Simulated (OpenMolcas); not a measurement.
# CH6GaN (SMILES [CH3][GaH][NH2]) at HF/3-21G

We compute an optimisation with harmonic vibrations of CH6GaN. 

The results are computed with OpenMolcas 26.06.

## 1. The system as given

The species is CH6GaN (9 atoms), meant as a singlet with charge 0. SMILES: `[CH3][GaH][NH2]`. Geometry: relaxed at PBE0-D4/def2-TZVP. The run starts from this shape.

Bond lengths: C1–Ga2 1.962 Å, Ga2–N3 1.819 Å, C1–H4 1.093 Å, C1–H5 1.093 Å, C1–H6 1.091 Å, Ga2–H7 1.566 Å, N3–H8 1.006 Å, N3–H9 1.006 Å. Some angles: C1–Ga2–N3 118.1°, C1–Ga2–H7 126.4°, N3–Ga2–H7 115.5°, Ga2–C1–H4 110.4°, Ga2–C1–H5 110.5°, Ga2–C1–H6 111.7°, Ga2–N3–H8 124.0°, Ga2–N3–H9 124.3°, H4–C1–H5 107.2°, H4–C1–H6 108.5°.

## 2. An optimisation with harmonic vibrations at HF/3-21G

job.inp

```
* CH6GaN Hartree-Fock

&GATEWAY
 BasLib
 $CurrDir
 Coord
 9
 bohr
 C     -0.52742256     1.78522427    -2.12556394
 Ga     0.97018539    -1.00514533    -0.19728741
 N     -0.12887932    -1.52614282     3.01751468
 H     -1.42863295     1.07393136    -3.84200218
 H      0.93239087     3.12220550    -2.71289082
 H     -1.93942592     2.80340871    -1.02064108
 H      3.05738790    -2.87484035    -1.15027629
 H      0.52250927    -2.90375316     4.15305110
 H     -1.45811268    -0.47488818     3.87809595
 Basis
 3-21G
 Group
 NoSym
>>> EXPORT MOLCAS_MAXITER=50
>>> Do While

&SEWARD

&SCF
 PrOrbitals
 0

&SLAPAF
>>> EndDo
>>> COPY $Project.Opt.xyz $CurrDir/final.xyz
>>> COPY $Project.slapaf.h5 $CurrDir/final.slapaf.h5

&MCKINLEY

&MCLR
 Thermochemistry
 1
 1.0
 298.15
 End of PT
```

The basis set 3-21G is read from a file made from the Basis Set Exchange's data (not shown).

Run with:

```bash
$ export MOLCAS_MEM=1860
$ pymolcas job.inp > job.log
```

The program printed:

```text
--- Start Module: gateway ---
[...]
--- Stop Module: gateway /rc=_RC_ALL_IS_WELL_ ---
[...]
      Basis functions           52
[...]
       Convergence after  10 Iterations
[...]
::    Total SCF energy                              -2009.1593998588
[...]
      Total spin, S                                     0.0000000000
[...]
      Total electronic charge=   50.000000
      Total            charge=   -0.000000
[...]
      Dipole Moment (debye):
      Origin of the operator (angstrom)=    0.3062   -0.3589    0.0128
                   X= -5.2811E-01               Y=  2.4428E-01               Z=  6.5718E-01           Total=  8.7775E-01
      Quadrupole Moment (debye*angstrom):
[...]
 *              Molecular gradients               *
 **************************************************
  Irreducible representation: a
 ------------------------------------------------------------------------------------------
                              X                       Y                       Z
 ------------------------------------------------------------------------------------------
  C1                2.96360102636228E-05   -2.69713764516588E-03    4.97793862979989E-03
  GA2               8.04441635090392E-03    2.84009273782804E-03   -2.17917344668415E-02
  N3               -4.54774582662942E-03   -2.07541833693448E-03    1.30725290397287E-02
  H4               -7.09866250994784E-04   -3.14079089964048E-03   -3.39731058871884E-03
  H5                4.36119194461115E-03    1.26035393670332E-03   -9.50386925703040E-04
  H6               -3.04191158919354E-03    1.60848028315286E-03    3.42425846090433E-03
  H7               -3.73426929437137E-03    2.46517569957572E-03    3.29516308364219E-03
  H8                2.22342683491150E-03   -3.10284805742000E-03    1.02288229783021E-03
[...]
--- Start Module: slapaf ---
[...]
     Frequency:       i19.11     i9.84      0.02      0.03      0.04     12.27
[...]
     Frequency:        27.54    189.72    346.59    538.59    610.24    619.88
[...]
--- Stop Module: mclr /rc=_RC_ALL_IS_WELL_ ---
[...]
--- Start Module: mclr ---
[...]
        Frequency:         3234.95 cm-1
      ---------------------------------
[...]
        Frequency:         3243.74 cm-1
      ---------------------------------
[...]
        Frequency:         3712.66 cm-1
      ---------------------------------
[...]
        Frequency:         3800.15 cm-1
      ---------------------------------
[...]
--- Stop Module: mclr /rc=_RC_ALL_IS_WELL_ ---
[...]
```

Run time: 59 s. Hardware: 1 thread of Arm Neoverse V2, shared host; peak memory 0.39 GiB.

## 3. What came out

Level: HF/3-21G.

| quantity | value |
| --- | --- |
| total energy | -2009.16034 Eh |
| dipole moment | 1.13 D |
| HOMO energy | -10.34 eV |
| LUMO energy | 2.72 eV |
| HOMO–LUMO gap | 13.06 eV |
| lowest harmonic wavenumber | 28 cm⁻¹ |
| highest harmonic wavenumber | 3800 cm⁻¹ |
| zero-point energy | 190.4 kJ/mol |
| ideal-gas entropy at 298.15 K and 1 atm (symmetry number 1 as used) | 75.8 cal/(mol K) |

In words: At the final geometry: Bond lengths: C1–Ga2 1.976 Å, Ga2–N3 1.788 Å, C1–H4 1.087 Å, C1–H5 1.087 Å, C1–H6 1.086 Å, Ga2–H7 1.588 Å, N3–H8 1.002 Å, N3–H9 1.002 Å. Some angles: C1–Ga2–N3 119.3°, C1–Ga2–H7 123.6°, N3–Ga2–H7 117.1°, Ga2–C1–H4 111.3°, Ga2–C1–H5 111.3°, Ga2–C1–H6 111.8°, Ga2–N3–H8 124.5°, Ga2–N3–H9 124.7°, H4–C1–H5 107.1°, H4–C1–H6 107.6°. All 21 modes are real, though the softest (28 cm⁻¹) is within numerical noise. Mulliken charges run from -1.06 on N3 to +1.07 on Ga2; they depend strongly on the basis.
